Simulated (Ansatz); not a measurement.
# SrIr2: the cost of one run

Computed with the Python package of Ansatz 0.2.0. Level of theory: DFT PBEsol, all-electron LAPW.

The COD entry's cell or inner coordinates are ideal or old and differ from later refinements, so a difference from it is no clean test against experiment.

### 1 Starting point

It takes space group Fd-3m (No. 227, cubic). Conventional cell: a = 7.700 Å, b = 7.700 Å, c = 7.700 Å, α = 90.00°, β = 90.00°, γ = 90.00°. Sr (site symmetry -43m) has 12 Ir at 3.19 Å and 4 Sr at 3.33 Å as nearest neighbours. Ir (site symmetry -3m) is surrounded by 6 Ir at 2.72 Å.

No structure file is read: the coordinates are typed or built in the script.

### 2 The script

run_eos_lapw.py

```python
# -*- coding: utf-8 -*-
'''E(V) of SrIr2 on LAPW.'''

import ansatz
from ase.eos import EquationOfState
from ase.units import GPa
import numpy as np

vectors0 = np.array([
    [0.0, 3.85, 3.85],
    [3.85, 0.0, 3.85],
    [3.85, 3.85, 0.0],
])
sites = [
    ('Sr', [0.0, 0.0, 0.0]),
    ('Sr', [0.25, 0.25, 0.25]),
    ('Ir', [0.625, 0.625, 0.625]),
    ('Ir', [0.125, 0.625, 0.625]),
    ('Ir', [0.625, 0.625, 0.125]),
    ('Ir', [0.625, 0.125, 0.625]),
]


def on_lattice(cell):
    crystal = ansatz.Crystal(lattice=ansatz.Lattice.of(cell))
    for symbol, position in sites:
        crystal = crystal.atom(symbol, position)
    return crystal

volumes, energies = [], []
for scale in np.linspace(0.92, 1.08, 5):
    cell = vectors0 * scale ** (1 / 3)
    base = on_lattice(cell).calculation()
    base = base.functional('PBEsol')
    base = base.occupations('fermi_dirac', width=150 * ansatz.meV)
    base = base.kpoints(6, 6, 6)
    base = base.pseudopotentials('all_electron', lapw=True)
    summary = base.run().report
    volumes.append(abs(np.linalg.det(cell)) / len(sites))
    energies.append(summary['free_energy_ev'] / len(sites))
    print(f'{scale:.3f} {volumes[-1]:9.4f} A^3/atom {energies[-1]:16.5f} eV/atom  (estimated basis error {1000 * summary["lapw_basis_errors"]["total_ev_per_atom"]:.2f} meV/atom)')
v0, e0, bulk = EquationOfState(volumes, energies, eos='birchmurnaghan').fit()
print(f'V0 = {v0:.4f} A^3/atom, B0 = {bulk / GPa:.1f} GPa')
```

### 3 Launch

The run is started by

```console
$ python run_eos_lapw.py
```

**Question.** How long does this script take on 1 thread of Intel Xeon 6975P-C (Granite Rapids), shared host, and how much memory does it need?

About 6.7 min, with a peak of 1 GiB.
